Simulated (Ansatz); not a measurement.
# C₃H₈F₂OSi: one species, many methods

Aim: compute C₃H₈F₂OSi with functionals from several rungs and with coupled cluster. The yardstick is the atomisation energy at the CCSD(T) limit.

Program: Ansatz 0.2.0, Gaussian basis. Level of theory: functionals in def2-TZVPP, the program's frozen cores in correlated methods. These are calculated values, not measurements.

Levels to be run: PBE-D4, r2SCAN-D4, PBE0-D4, B3LYP-D4, ωB97X-V, ωB97M-V, B2PLYP; CCSD(T)/def2-TZVPP; MP2/def2-QZVPP; extrapolation to the limit.

### 1 The relaxed structure

All runs share one geometry, relaxed beforehand with PBE0-D4 in a triple-zeta def2 set.

SMILES `CC(C)O[SiH](F)F`, 15 atoms, charge 0, spin multiplicity 1.

Atoms are counted from 1 here; the program's logs count them from 0.

Bond lengths: C1–C2 1.514 Å, C1–H8 1.093 Å, C1–H9 1.093 Å, C1–H10 1.092 Å, C2–C3 1.511 Å, C2–O4 1.430 Å, C2–H11 1.097 Å, C3–H12 1.093 Å, C3–H13 1.092 Å, C3–H14 1.091 Å, O4–Si5 1.605 Å, Si5–F6 1.579 Å, Si5–F7 1.587 Å, Si5–H15 1.468 Å. Angles: C2–C1–H8 110.2°, C2–C1–H9 111.3°, C2–C1–H10 110.4°, H8–C1–H9 108.4°, H8–C1–H10 108.5°, H9–C1–H10 107.9°, C1–C2–C3 112.7°, C1–C2–O4 109.9°, C1–C2–H11 109.3°, C3–C2–O4 107.5°, C3–C2–H11 109.2°, O4–C2–H11 108.2°, C2–C3–H12 110.2°, C2–C3–H13 110.4°, C2–C3–H14 110.6°, H12–C3–H13 108.6°, H12–C3–H14 108.4°, H13–C3–H14 108.6° and more.

### 2 PBE-D4 (GGA)

Input file in.yaml:

```yaml
crystal:
  periodic: [false, false, false]
  atoms:
    - {symbol: C, position_ang: [-1.092512, 0.531149, -0.995145]}
    - {symbol: C, position_ang: [0.219455, -0.036164, -0.495900]}
    - {symbol: C, position_ang: [1.418382, 0.713978, -1.027418]}
    - {symbol: O, position_ang: [0.267583, 0.033439, 0.931627]}
    - {symbol: Si, position_ang: [-0.380772, -0.949101, 2.023345]}
    - {symbol: F, position_ang: [0.545374, -0.926373, 3.302456]}
    - {symbol: F, position_ang: [-0.414362, -2.436548, 1.471160]}
    - {symbol: H, position_ang: [-1.199875, 1.570988, -0.677635]}
    - {symbol: H, position_ang: [-1.942497, -0.037064, -0.609654]}
    - {symbol: H, position_ang: [-1.131522, 0.496039, -2.086055]}
    - {symbol: H, position_ang: [0.294289, -1.089907, -0.790223]}
    - {symbol: H, position_ang: [1.369420, 1.763818, -0.729075]}
    - {symbol: H, position_ang: [1.445824, 0.663076, -2.117966]}
    - {symbol: H, position_ang: [2.342923, 0.287092, -0.636211]}
    - {symbol: H, position_ang: [-1.741711, -0.584413, 2.436694]}
basis:
  gaussian: {orbitals: def2-TZVPP}
hamiltonian: {xc: pbe, dispersion: d4}
output: {forces: true, orbitals: {seedname: orbitals}}
```

The run is started by

```bash
> ansatz run in.yaml --threads 2 --pin off --events-out ev --progress --plain --max-ram 22528MiB --backend cuda --devices 0, --max-vram 18GiB
```

Further steps of the session: r2SCAN-D4 (meta-GGA); PBE0-D4 (hybrid); B3LYP-D4 (hybrid); ωB97X-V (range-separated); ωB97M-V (range-separated); B2PLYP (double hybrid); CCSD(T) in def2-TZVPP; MP2 in def2-QZVPP.

Q: Predict the results of all the runs planned. Wanted: atomisation energy, CCSD(T)/CBS; farthest; mean size of error, hybrid; mean size of error, range-separated; gap, smallest and largest; T1 diagnostic; triples share of the correlation energy.

**Answer**, as computed:

| quantity | value |
| --- | --- |
| atomisation energy, CCSD(T)/CBS | 1471.1 kcal/mol |
| functionals within 7.4 kcal/mol (0.5 %) | r2SCAN-D4, ωB97X-V, ωB97M-V |
| farthest | B2PLYP (-18.7 kcal/mol) |
| mean size of error, hybrid | 8.6 kcal/mol |
| mean size of error, range-separated | 1.7 kcal/mol |
| gap, smallest and largest | 7.26 eV (PBE-D4), 14.03 eV (ωB97X-V) |
| T1 diagnostic | 0.0111 |
| triples share of the correlation energy | 3.3 % |

**Reading.** PBE-D4 is off by +15.2 kcal/mol. Double hybrids carry the basis error of their MP2 part in triple zeta, and no dispersion term here, so their miss is partly the set-up's. The reference freezes the cores and leaves out relativity and excitations past (T), so misses under about 7.4 kcal/mol can't be ranked. Hartree-Fock recovers 75 % of the binding; the rest is correlation. Orbital gaps span 7.3 to 14.0 eV; exact exchange widens them.
